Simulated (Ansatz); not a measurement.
# InH+ (doublet): from Hartree-Fock to the top rungs, def2-TZVPP

How much of the correlation energy of InH+ (doublet) does each wave-function method recover here?

Program: Ansatz 0.2.0, Gaussian basis. Level of theory: def2-TZVPP, core rule «outside noble gas», up to 9 orbitals frozen. These are calculated values, not measurements.

To be run: UHF; CCSD(T) on ROHF; CCSD(T) on UHF; BCCD(T) on ROHF; CISD; CCSDT on ROHF; CCSDT on UHF; CASSCF and MRCISD+Q, 3 electrons in 5 orbitals; CASSCF and NEVPT2, 3 electrons in 5 orbitals; Full CI.

9 further runs of the same task are left out: 1 that didn't finish, 8 set aside as unsound or not needed.

### 1 The system

The geometry is a PBE0/def2-TZVP stationary point (not a proven minimum) of the parent state, kept for this charge and spin. No spin-orbit coupling is included. Elements past krypton take def2 core potentials.

2 atoms, charge 1, spin multiplicity 2.

Atoms are counted from 1 here; the program's logs count them from 0.

Bond lengths: In1–H2 1.850 Å.

Geometry (Å):

```xyz
2

In    0.00000    0.00000    0.00000
H     0.00000    0.00000    1.84980
```

### 2 UHF

in.yaml reads:

```yaml
crystal:
  periodic: [false, false, false]
  atoms:
    - {symbol: In, position_ang: [0.000000, 0.000000, 0.000000]}
    - {symbol: H, position_ang: [0.000000, 0.000000, 1.849800]}
basis:
  gaussian: {orbitals: def2-TZVPP}
total_charge: 1
magnetization: {spin_polarized: true, initial_magnetization: 1}
hamiltonian: {xc: hf}
output: {orbitals: {seedname: orbitals}}
```

Run with:

```sh
> ansatz run in.yaml --threads 1 --pin off --events-out ev --progress --plain --max-ram 2393MiB
```

The runs that follow: CCSD(T) on ROHF; CCSD(T) on UHF; BCCD(T) on ROHF; CISD; CCSDT on ROHF; CCSDT on UHF; CASSCF and MRCISD+Q, 3 electrons in 5 orbitals; CASSCF and NEVPT2, 3 electrons in 5 orbitals; Full CI.

Q: Predict the results of all the runs planned. Wanted: FCI below the RHF energy; RMP2 from FCI; UMP2 from FCI; RCCSD from FCI; RCCSD(T) from FCI; UCCSD(T) from FCI; NEVPT2 valence from FCI; MRCISD+Q valence from FCI; T1 diagnostic.

As calculated:

| quantity | value |
| --- | --- |
| FCI below the RHF energy | -1.4035 eV |
| RMP2 from FCI | +8.65 kcal/mol |
| UMP2 from FCI | +7.93 kcal/mol |
| RCCSD from FCI | +0.50 kcal/mol |
| RCCSD(T) from FCI | +0.01 kcal/mol |
| UCCSD(T) from FCI | -0.42 kcal/mol |
| NEVPT2 valence from FCI | +2.40 kcal/mol |
| MRCISD+Q valence from FCI | -0.07 kcal/mol |
| levels within 1 kcal/mol (43 meV) | RCCSD, UCCSD, RCCSD(T), UCCSD(T), BCCD(T), RCCSDT, UCCSDT, MRCISD valence, MRCISD+Q valence |
| T1 diagnostic | 0.051 |
| effectively unpaired electrons | 1.03 |

RCCSD(T) misses by +0.01 kcal/mol, 0.0 % of the correlation energy. UCCSD, UCCSD(T), RCCSDT, UCCSDT, MRCISD+Q valence fall below full CI: unrestricted runs freeze a spin-polarised core, another one than full CI's, and coupled cluster isn't variational. The occupations are near whole numbers, but T1 = 0.051 shows that the orbitals relax strongly. Of the multireference levels listed MRCISD+Q valence comes nearest in total energy (-0.07 kcal/mol), which doesn't show that its space is the better one. These misses are within one basis, not against nature; the frozen cores of restricted and unrestricted runs differ, which can shift their rows.
